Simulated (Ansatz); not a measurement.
# Nickel, omega (AlB2-type) under m-r²SCAN: structure, energy and stiffness

What does m-r²SCAN give for nickel in the omega (AlB2-type) structure? We relax it, solve it on a dense k-mesh, then scale the cell to 7 volumes from 88 to 112 % of the relaxed one and try a fit of the equation of state. The start is ferromagnetic. The k-meshes are 9×9×13 for the relaxation; 12×12×17 for the dense run; 10×10×15 for the volumes.

Program: Ansatz 0.2.0. Level of theory: DFT m-r2SCAN, plane waves (500 eV) with PAW, scalar-relativistic; PBE-made PAW files; m-r²SCAN is r²SCAN on the gauge-invariant kinetic-energy density. These are calculated values, not measurements.

### Step 1. The system as given

The structure is hexagonal, space group P6/mmm (No. 191). Conventional cell: a = 3.954 Å, b = 3.954 Å, c = 2.424 Å, α = 90.00°, β = 90.00°, γ = 120.00°. Around Ni (site symmetry 6/mmm) lie 14 Ni at 2.42 to 2.58 Å. Ni (site symmetry -6m2) has 11 Ni at 2.28 to 2.58 Å as nearest neighbours.

Structure file:

```cif
data_structure
_symmetry_space_group_name_H-M 'P 1'
_symmetry_Int_Tables_number 1
_cell_length_a 3.9541
_cell_length_b 3.9541
_cell_length_c 2.4238
_cell_angle_alpha 90.000
_cell_angle_beta 90.000
_cell_angle_gamma 120.000
_cell_volume 32.82
loop_
_atom_site_label
_atom_site_type_symbol
_atom_site_fract_x
_atom_site_fract_y
_atom_site_fract_z
_atom_site_occupancy
Ni1 Ni 0.00000 0.00000 0.00000 1
Ni2 Ni 0.33333 0.66667 0.50000 1
Ni3 Ni 0.66667 0.33333 0.50000 1
```

Starting moments (μB): +0.8 ×3.

### Step 2. Geometry optimisation

File input.yaml:

```yaml
crystal:
  lattice:
    - [3.9540713024, 0.0, 0.0]
    - [-1.9770356512, 3.4243261962, 0.0]
    - [0.0, 0.0, 2.4238457083]
  atoms:
    - { symbol: Ni, position: [0.0, 0.0, 0.0], spin: 0.8 }
    - { symbol: Ni, position: [0.3333333333, 0.6666666667, 0.5], spin: 0.8 }
    - { symbol: Ni, position: [0.6666666667, 0.3333333333, 0.5], spin: 0.8 }
hamiltonian:
  xc: mr2scan
  pseudopotentials:
    kind: paw
    azcp:
      Ni: "pseudopotentials/Ni.paw.azcp"
basis:
  ecutwfc: 500
  fft_grid_basis: typed
kpoints:
  mp_grid: { grid: [9, 9, 13], shift: [0, 0, 0] }
magnetization:
  spin_polarized: true
scf:
  occupations: { method: fermi_dirac, width: 0.05 }
relax:
  max_steps: 60
  f_tol: 0.01
  cell: {}
output:
  write_density: true
  write_potential: true
  elf: true
  volumetric_format: npy
```

Command:

```
$ ansatz run input.yaml --threads 2 --pin off --max-ram 5120MiB --backend cpu --events-out ev --progress --plain --runs-dir out
```

The runs that follow: The energy on a finer k-mesh; Volume × 0.88; Volume × 0.92; Volume × 0.96; Volume × 1.0; Volume × 1.04; Volume × 1.08; Volume × 1.12.

What does the calculation give? Wanted: space group; conventional cell; volume; shortest distance; gap on the mesh; magnetic state; relative to fcc, ferromagnetic; V₀, B₀, B₀′.

**Answer**, as computed:

```
                      quantity                                   value
space group (spins left aside)                        P6/mmm (No. 191)
             conventional cell  a = 3.934 Å, c = 2.385 Å (c/a = 0.606)
                        volume                          10.654 Å³/atom
             shortest distance                                 2.271 Å
               gap on the mesh            none (levels filled in part)
                magnetic state   ferromagnetic, up to 0.65 μB per atom
relative to fcc, ferromagnetic                           +137 meV/atom
                   V₀, B₀, B₀′            10.650 Å³/atom, 215 GPa, 4.8
```

In words: The relaxation shrank the cell by 2.6 % in volume. It lies 137 meV/atom above the element's reference form at the same level (fcc, ferromagnetic, from a run of its own). The final state is ferromagnetic (largest moment 0.65 μB). Levels at the Fermi energy are filled in part, as in a metal. The fitted modulus is 215 GPa; letting shape and positions relax at each volume could only lower it. Relaxation kept the symmetry; phonons were not checked.
